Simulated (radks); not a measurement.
# W²⁺ in [Kr] 4d10 4f14 5s1.5 5p6 5d4 6p0.5: an all-electron calculation

What are the levels of the tungsten ion W2+, how large are its shells, and how does its energy divide?

Program: radks (a radial shooting solver on a logarithmic mesh, Libxc functionals) version 1. Level of theory: scalar-relativistic Kohn-Sham, LDA (Slater exchange, Perdew-Wang correlation), spin-polarised, spherical densities, point nucleus; open shells are filled with parallel spins first. These are calculated values, not measurements, unless marked.

## Step 1: Starting point

```
element       : tungsten (Z = 74)
charge        : +2
electrons     : 72
configuration : [Kr] 4d10 4f14 5s1.5 5p6 5d4 6p0.5
```

## Step 2: Self-consistent calculation

Settings of this run:

```text
Z 74
configuration [Kr] 4d10 4f14 5s1.5 5p6 5d4 6p0.5
relativity scalar-relativistic
functional lda,pw
spin polarised
nucleus point
c 137.035999084
```

On the command line:

```sh
$ python run_ks.py task.json out
```

This one command runs every case of the session in turn.

What does the calculation give?

**Answer**, as computed:

| quantity | value |
| --- | --- |
| total energy | -16130.7582 hartree |
| exchange-correlation share of it | 1.94 % |
| −T/E | 1.1018 |
| highest occupied level | 6p up, -14.757 eV |
| most extended occupied level | 6p up, <r> = 3.31 bohr |
| radius at density 0.001 e/bohr³ | 4.02 bohr |
| maxima of the radial density | 4 |

**Reading.** The radial density shows 4 maxima for 6 occupied principal shells; where shells overlap, one shows as a shoulder or not at all. −T/E is 1.102: with relativity the kinetic term as defined here no longer equals −E. This is not the tabulated ground configuration, so its levels and sizes aren't those of the ground state, and no measured value stands beside it.
